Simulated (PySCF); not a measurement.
# One shape, several levels: GeNH2F (SMILES [NH2][Ge][F])

We compute a comparison of 5 runs (B3LYP/6-31G*, PBE0/def2-SVP, TPSS/cc-pVTZ, wB97X/pcseg-2, CCSD(T)/def2-TZVP) of GeNH2F. The job is set up through a Python script.

The results are computed with PySCF 2.14.0.

**1. The molecule**

GeNH2F: 5 atoms, total charge 0, spin state singlet. SMILES: `[NH2][Ge][F]`. The coordinates come from a PBE0-D4/def2-TZVP relaxation. This is one conformer, not always the lowest.

Bond lengths: N1–Ge2 1.811 Å, Ge2–F3 1.768 Å, N1–H4 1.008 Å, N1–H5 1.010 Å. Angles: N1–Ge2–F3 94.5°, Ge2–N1–H4 124.0°, Ge2–N1–H5 122.7°, H4–N1–H5 113.3°.

**2. Energy and gradient at B3LYP/6-31G(d) (Cartesian functions) (run 1)**

File run.py:

```python
# [NH2][Ge][F]
from pyscf import gto, dft

system = gto.M(
    atom=[
    ('N', (-0.477700, 0.347600, -0.204700)),
    ('Ge', (0.434100, -0.305200, 1.217200)),
    ('F', (1.598300, -1.203900, 0.235500)),
    ('H', (-1.280100, 0.952600, -0.130600)),
    ('H', (-0.224500, 0.135300, -1.158700)),
],
    max_memory=1860,
    verbose=4,
    cart=True,
    basis='6-31g*',
    spin=0,
)

mf = dft.RKS(system)
mf.xc = 'b3lyp'
mf.grids.level = 5
mf.conv_tol = 1e-10
mf.kernel()
if not mf.converged:
    mf = mf.newton().run(mf.mo_coeff, mf.mo_occ)

energy = mf.e_tot
print('Final energy', energy)
grad = mf.nuc_grad_method().kernel()
mf.analyze()
```

The run is started by

```bash
$ OMP_NUM_THREADS=1 python run.py
```

Output:

```text
PySCF version 2.14.0

[INPUT] num. atoms = 5
[INPUT] num. electrons = 50
[INPUT] charge = 0
[INPUT] spin (= nelec alpha-beta = 2S) = 0
[INPUT] symmetry False subgroup None
[INPUT] Mole.unit = angstrom
[INPUT] Cartesian GTO integrals (6d 10f)
[INPUT] Symbol           X                Y                Z      unit          X                Y                Z       unit  Magmom
[INPUT]  1 N     -0.477700000000   0.347600000000  -0.204700000000 AA   -0.902722169705   0.656868800899  -0.386826937698 Bohr   0.0
[INPUT]  2 Ge     0.434100000000  -0.305200000000   1.217200000000 AA    0.820330110674  -0.576744413217   2.300174638821 Bohr   0.0
[INPUT]  3 F      1.598300000000  -1.203900000000   0.235500000000 AA    3.020349264892  -2.275041281364   0.445030502335 Bohr   0.0
[INPUT]  4 H     -1.280100000000   0.952600000000  -0.130600000000 AA   -2.419038412056   1.800153106261  -0.246798231868 Bohr   0.0
[INPUT]  5 H     -0.224500000000   0.135300000000  -1.158700000000 AA   -0.424243514965   0.255679944654  -2.189625660534 Bohr   0.0

[... 81 lines left out ...]
Two-electron Coulomb Energy =         1161.638657950712741
[... 8 lines left out ...]
MO #6   energy= -24.6408491936839  occ= 2
[... 6 lines left out ...]
MO #13  energy= -1.21542930795604  occ= 2
[... 6 lines left out ...]
MO #20  energy= -0.502891146848483 occ= 2
[... 6 lines left out ...]
MO #27  energy= 0.0105251492327164 occ= 0
[... 6 lines left out ...]
MO #34  energy= 0.284352525422211  occ= 0
[... 6 lines left out ...]
MO #41  energy= 0.877002810724513  occ= 0
[... 6 lines left out ...]
MO #48  energy= 1.30503699423001   occ= 0
[... 6 lines left out ...]
MO #55  energy= 1.97765173551066   occ= 0
[... 6 lines left out ...]
MO #62  energy= 3.33964668446397   occ= 0
[... 6 lines left out ...]
MO #69  energy= 86.7470858492098   occ= 0
[... 38 lines left out ...]
pop of  1 Ge 3dyz         1.99927
pop of  1 Ge 3dzz         1.85664
pop of  1 Ge 4dxx         0.00320
pop of  1 Ge 4dxy         0.00319
pop of  1 Ge 4dxz         0.00418
pop of  1 Ge 4dyy         0.00330
pop of  1 Ge 4dyz         0.00382
pop of  1 Ge 4dzz         0.00212
pop of  1 Ge 5dxx         0.00186
pop of  1 Ge 5dxy         0.00128
pop of  1 Ge 5dxz         0.00121
pop of  1 Ge 5dyy         0.00192
pop of  1 Ge 5dyz         0.00145
pop of  1 Ge 5dzz         0.00112
pop of  2  F 1s           1.99997
pop of  2  F 2s           1.87407
pop of  2  F 3s           0.00148
pop of  2  F 2px          1.82926
pop of  2  F 2py          1.85095
pop of  2  F 2pz          1.87254
pop of  2  F 3px          0.00066
pop of  2  F 3py          0.00062
pop of  2  F 3pz          0.00090
pop of  2  F 3dxx         0.00076
pop of  2  F 3dxy         0.00163
pop of  2  F 3dxz         0.00178
pop of  2  F 3dyy         0.00054
pop of  2  F 3dyz         0.00124
pop of  2  F 3dzz         0.00050
pop of  3  H 1s           0.76686
pop of  3  H 2s           0.01213
pop of  4  H 1s           0.76373
pop of  4  H 2s           0.01361
 ** Mulliken atomic charges  **
charge of    0N =     -0.54526
charge of    1Ge =      0.53849
charge of    2F =     -0.43690
charge of    3H =      0.22101
charge of    4H =      0.22266
Dipole moment(X, Y, Z, Debye): -2.01155,  1.50334, -0.43514
```

Wall time 26 s (1 thread of Intel Xeon at 2.70GHz, shared host); peak memory 0.68 GiB.

**3. Energy and gradient at PBE0/def2-SVP (run 2)**

File input.py:

```python
import pyscf.grad
from pyscf import gto, dft

molecule = gto.Mole()
molecule.atom = [
    ('N', (-0.477700, 0.347600, -0.204700)),
    ('Ge', (0.434100, -0.305200, 1.217200)),
    ('F', (1.598300, -1.203900, 0.235500)),
    ('H', (-1.280100, 0.952600, -0.130600)),
    ('H', (-0.224500, 0.135300, -1.158700)),
]
molecule.max_memory = 1860
molecule.verbose = 4
molecule.charge = 0
molecule.spin = 0
molecule.basis = 'def2-svp'
molecule.build()

calc0 = dft.RKS(molecule, xc='pbe0')
calc0.grids.level = 5
calc0.conv_tol = 1e-10
calc0.kernel()
if not calc0.converged:
    calc0 = calc0.newton().run(calc0.mo_coeff, calc0.mo_occ)

e_final = calc0.e_tot
print('E = %.10f Eh' % e_final)
grad = calc0.Gradients().kernel()
calc0.analyze()
```

The run is started by

```bash
$ OMP_NUM_THREADS=1 python input.py
```

Output:

```text
PySCF version 2.14.0

[INPUT] num. atoms = 5
[INPUT] num. electrons = 50
[INPUT] charge = 0
[INPUT] spin (= nelec alpha-beta = 2S) = 0
[INPUT] symmetry False subgroup None
[INPUT] Mole.unit = angstrom
[INPUT] Symbol           X                Y                Z      unit          X                Y                Z       unit  Magmom
[INPUT]  1 N     -0.477700000000   0.347600000000  -0.204700000000 AA   -0.902722169705   0.656868800899  -0.386826937698 Bohr   0.0
[INPUT]  2 Ge     0.434100000000  -0.305200000000   1.217200000000 AA    0.820330110674  -0.576744413217   2.300174638821 Bohr   0.0
[INPUT]  3 F      1.598300000000  -1.203900000000   0.235500000000 AA    3.020349264892  -2.275041281364   0.445030502335 Bohr   0.0
[INPUT]  4 H     -1.280100000000   0.952600000000  -0.130600000000 AA   -2.419038412056   1.800153106261  -0.246798231868 Bohr   0.0
[INPUT]  5 H     -0.224500000000   0.135300000000  -1.158700000000 AA   -0.424243514965   0.255679944654  -2.189625660534 Bohr   0.0

[... 81 lines left out ...]
DFT Exchange-Correlation Energy =      -96.803712816335732
[... 8 lines left out ...]
MO #7   energy= -14.3891944509379  occ= 2
[... 6 lines left out ...]
MO #14  energy= -1.24562940747279  occ= 2
[... 6 lines left out ...]
MO #21  energy= -0.427312733929559 occ= 2
[... 6 lines left out ...]
MO #28  energy= 0.0654778869004549 occ= 0
[... 6 lines left out ...]
MO #35  energy= 0.433391819396515  occ= 0
[... 6 lines left out ...]
MO #42  energy= 0.804713933506108  occ= 0
[... 6 lines left out ...]
MO #49  energy= 1.33153337812135   occ= 0
[... 6 lines left out ...]
MO #56  energy= 2.37143429844552   occ= 0
[... 6 lines left out ...]
MO #63  energy= 2.85815809222481   occ= 0
[... 6 lines left out ...]
MO #70  energy= 3.46645291678925   occ= 0
[... 39 lines left out ...]
pop of  1 Ge 4dyz         0.00429
pop of  1 Ge 4dz^2        0.00351
pop of  1 Ge 4dxz         0.00467
pop of  1 Ge 4dx2-y2      0.00561
pop of  1 Ge 5dxy         0.00168
pop of  1 Ge 5dyz         0.00183
pop of  1 Ge 5dz^2        0.00173
pop of  1 Ge 5dxz         0.00143
pop of  1 Ge 5dx2-y2      0.00357
pop of  2 F 1s            1.99997
pop of  2 F 2s            1.87356
pop of  2 F 3s            0.00201
pop of  2 F 2px           1.84747
pop of  2 F 2py           1.86489
pop of  2 F 2pz           1.88446
pop of  2 F 3px           0.00088
pop of  2 F 3py           0.00081
pop of  2 F 3pz           0.00112
pop of  2 F 3dxy          0.00061
pop of  2 F 3dyz          0.00047
pop of  2 F 3dz^2         0.00033
pop of  2 F 3dxz          0.00068
pop of  2 F 3dx2-y2       0.00042
pop of  3 H 1s            0.76663
pop of  3 H 2s            0.01055
pop of  3 H 2px           0.00136
pop of  3 H 2py           0.00138
pop of  3 H 2pz           0.00017
pop of  4 H 1s            0.76504
pop of  4 H 2s            0.01280
pop of  4 H 2px           0.00066
pop of  4 H 2py           0.00093
pop of  4 H 2pz           0.00118
 ** Mulliken atomic charges  **
charge of    0N =     -0.58862
charge of    1Ge =      0.62698
charge of    2F =     -0.47767
charge of    3H =      0.21992
charge of    4H =      0.21939
Dipole moment(X, Y, Z, Debye): -2.08608,  1.56168, -0.33744
```

Wall time 28 s (1 thread of Intel Xeon at 2.70GHz, shared host); peak memory 0.69 GiB.

**4. Energy and forces at TPSS/cc-pVTZ (run 3)**

File run.py:

```python
from pyscf import gto, dft

mol = gto.M(
    atom='''
N   -0.477700   0.347600  -0.204700
Ge   0.434100  -0.305200   1.217200
F    1.598300  -1.203900   0.235500
H   -1.280100   0.952600  -0.130600
H   -0.224500   0.135300  -1.158700
''',
    max_memory=1860,
    verbose=4,
    basis='cc-pvtz',
    charge=0,
)

mf = dft.RKS(mol)
mf.xc = 'tpss'
mf.grids.level = 5
mf.conv_tol = 1e-10
mf.kernel()
if not mf.converged:
    mf = mf.newton().run(mf.mo_coeff, mf.mo_occ)

e_final = mf.e_tot
print('E(%s) = %.9f' % ('TPSS', e_final))
grad = mf.nuc_grad_method().kernel()
mf.analyze()
```

The run is started by

```bash
$ OMP_NUM_THREADS=1 python run.py
```

Output:

```text
PySCF version 2.14.0

[INPUT] num. atoms = 5
[INPUT] num. electrons = 50
[INPUT] charge = 0
[INPUT] spin (= nelec alpha-beta = 2S) = 0
[INPUT] symmetry False subgroup None
[INPUT] Mole.unit = angstrom
[INPUT] Symbol           X                Y                Z      unit          X                Y                Z       unit  Magmom
[INPUT]  1 N     -0.477700000000   0.347600000000  -0.204700000000 AA   -0.902722169705   0.656868800899  -0.386826937698 Bohr   0.0
[INPUT]  2 Ge     0.434100000000  -0.305200000000   1.217200000000 AA    0.820330110674  -0.576744413217   2.300174638821 Bohr   0.0
[INPUT]  3 F      1.598300000000  -1.203900000000   0.235500000000 AA    3.020349264892  -2.275041281364   0.445030502335 Bohr   0.0
[INPUT]  4 H     -1.280100000000   0.952600000000  -0.130600000000 AA   -2.419038412056   1.800153106261  -0.246798231868 Bohr   0.0
[INPUT]  5 H     -0.224500000000   0.135300000000  -1.158700000000 AA   -0.424243514965   0.255679944654  -2.189625660534 Bohr   0.0

[... 84 lines left out ...]
Two-electron Coulomb Energy =         1161.612975600961136
[... 13 lines left out ...]
MO #11  energy= -4.22008758443283  occ= 2
[... 11 lines left out ...]
MO #23  energy= -0.324857577210211 occ= 2
[... 11 lines left out ...]
MO #35  energy= 0.261443385383613  occ= 0
[... 11 lines left out ...]
MO #47  energy= 0.77375105383326   occ= 0
[... 11 lines left out ...]
MO #59  energy= 1.13771362572658   occ= 0
[... 11 lines left out ...]
MO #71  energy= 1.59254679669415   occ= 0
[... 11 lines left out ...]
MO #83  energy= 2.85941316679149   occ= 0
[... 11 lines left out ...]
MO #95  energy= 3.87648275556538   occ= 0
[... 11 lines left out ...]
MO #107 energy= 4.73104451196917   occ= 0
[... 11 lines left out ...]
MO #119 energy= 6.90559527943255   occ= 0
[... 11 lines left out ...]
MO #131 energy= 11.7052728297637   occ= 0
[... 100 lines left out ...]
pop of  2 F 4f-1          0.00001
pop of  2 F 4f+0          0.00002
pop of  2 F 4f+1          0.00002
pop of  2 F 4f+2          0.00002
pop of  2 F 4f+3          0.00001
pop of  3 H 1s            0.75372
pop of  3 H 2s            0.00616
pop of  3 H 3s            0.00441
pop of  3 H 2px           0.00136
pop of  3 H 2py           0.00195
pop of  3 H 2pz           0.00023
pop of  3 H 3px           0.00010
pop of  3 H 3py           0.00006
pop of  3 H 3pz           0.00009
pop of  3 H 3dxy          0.00008
pop of  3 H 3dyz          0.00002
pop of  3 H 3dz^2         0.00001
pop of  3 H 3dxz          0.00004
pop of  3 H 3dx2-y2       0.00007
pop of  4 H 1s            0.75250
pop of  4 H 2s            0.00815
pop of  4 H 3s            0.00463
pop of  4 H 2px           0.00108
pop of  4 H 2py           0.00160
pop of  4 H 2pz           0.00056
pop of  4 H 3px           0.00010
pop of  4 H 3py           0.00006
pop of  4 H 3pz           0.00013
pop of  4 H 3dxy          0.00002
pop of  4 H 3dyz          0.00006
pop of  4 H 3dz^2         0.00006
pop of  4 H 3dxz          0.00005
pop of  4 H 3dx2-y2       0.00001
 ** Mulliken atomic charges  **
charge of    0N =     -0.60345
charge of    1Ge =      0.62218
charge of    2F =     -0.48144
charge of    3H =      0.23171
charge of    4H =      0.23100
Dipole moment(X, Y, Z, Debye): -1.99603,  1.49337, -0.36016
```

Run time: 1.7 min. Hardware: 1 thread of Intel Xeon at 2.70GHz, shared host; peak memory 1.4 GiB.

Run 4 isn't shown in full; the table further down has it.

**5. A single-point energy at CCSD(T)/def2-TZVP (run 5)**

File job.py:

```python
from pyscf import gto, scf, cc

mol = gto.M(
    atom='''
N   -0.477700   0.347600  -0.204700
Ge   0.434100  -0.305200   1.217200
F    1.598300  -1.203900   0.235500
H   -1.280100   0.952600  -0.130600
H   -0.224500   0.135300  -1.158700
''',
    verbose=3,
    basis='def2-tzvp',
    max_memory=1860,
)

mf = scf.RHF(mol)
mf.conv_tol = 1e-10
mf.kernel()
if not mf.converged:
    mf = mf.newton().run(mf.mo_coeff, mf.mo_occ)

mycc = cc.CCSD(mf, frozen=11)
mycc.kernel()
e_t = mycc.ccsd_t()
e_tot = mycc.e_tot + e_t
print('E = %.10f Eh' % e_tot)
dip = mf.dip_moment()
pop, q = mf.mulliken_pop()
```

The run is started by

```bash
$ OMP_NUM_THREADS=1 python job.py
```

Output:

```text
converged SCF energy = -2230.54728822837
[... 3 lines left out ...]
Dipole moment(X, Y, Z, Debye): -2.11454,  1.59387,  0.12524
[... 89 lines left out ...]
pop of  2 F 3py           0.75868
pop of  2 F 3pz           0.76322
pop of  2 F 4px           0.34964
pop of  2 F 4py           0.36504
pop of  2 F 4pz           0.34878
pop of  2 F 3dxy          0.00007
pop of  2 F 3dyz          0.00006
pop of  2 F 3dz^2         0.00003
pop of  2 F 3dxz          0.00009
pop of  2 F 3dx2-y2       0.00004
pop of  2 F 4dxy          0.00132
pop of  2 F 4dyz          0.00108
pop of  2 F 4dz^2         0.00095
pop of  2 F 4dxz          0.00149
pop of  2 F 4dx2-y2       0.00118
pop of  2 F 4f-3          0.00002
pop of  2 F 4f-2          0.00004
pop of  2 F 4f-1          0.00001
pop of  2 F 4f+0          0.00002
pop of  2 F 4f+1          0.00002
pop of  2 F 4f+2          0.00002
pop of  2 F 4f+3          0.00002
pop of  3 H 1s            0.25860
pop of  3 H 2s            0.40144
pop of  3 H 3s            0.04926
pop of  3 H 2px           0.01772
pop of  3 H 2py           0.01530
pop of  3 H 2pz           0.00607
pop of  4 H 1s            0.25657
pop of  4 H 2s            0.38653
pop of  4 H 3s            0.05322
pop of  4 H 2px           0.00882
pop of  4 H 2py           0.01020
pop of  4 H 2pz           0.01963
 ** Mulliken atomic charges  **
charge of    0N =     -0.74044
charge of    1Ge =      0.73347
charge of    2F =     -0.50967
charge of    3H =      0.25161
charge of    4H =      0.26503
```

Wall time 2.8 min (1 thread of Intel Xeon at 2.70GHz, shared host); peak memory 1.8 GiB.

**6. The series**

```
run                               level  Cartesian functions      task   energy (Eh)  dipole moment (D) of the reference  HOMO energy (eV)  LUMO energy (eV)  wall time
  1  B3LYP/6-31G* (Cartesian functions)                  yes  gradient  -2232.613751                                2.55             -7.33             -1.45       26 s
  2                       PBE0/def2-SVP                   no  gradient  -2232.050038                                2.63             -7.55             -1.29       28 s
  3                        TPSS/cc-pVTZ                   no  gradient  -2232.945836                                2.52             -6.59             -2.16    1.7 min
  4                       wB97X/pcseg-2                   no  gradient  -2232.979544                                2.63            -10.07              0.41    4.7 min
  5                   CCSD(T)/def2-TZVP                   no    energy  -2231.270365                                2.65            -10.34              1.53    2.8 min
```

**7. Summary of results**

| quantity | value |
| --- | --- |
| run 5: total energy | -2231.27036 Eh |
| run 5: dipole moment (Hartree–Fock density) | 2.65 D |
| run 5: HOMO energy (Hartree–Fock orbitals) | -10.34 eV |
| run 5: LUMO energy (Hartree–Fock orbitals) | 1.53 eV |
| run 5: HOMO–LUMO gap (Hartree–Fock orbitals) | 11.87 eV |
| run 5: correlation energy (11 core orbitals frozen) | -723.1 mEh |
| run 5: (T) correction | -25.24 mEh |
| run 5: T1 diagnostic | 0.014 |

In words: Over runs 1, 2, 3, 4 the dipole moment (its size) runs from 2.52 D (TPSS/cc-pVTZ) to 2.63 D (wB97X/pcseg-2). The two ends differ in method and basis. Over runs 1, 2, 3, 4 the HOMO–LUMO gap runs from 4.44 eV (TPSS/cc-pVTZ) to 10.48 eV (wB97X/pcseg-2). Totals of different functionals can't be ranked against each other. All runs together took 10 min, the longest 4.7 min.
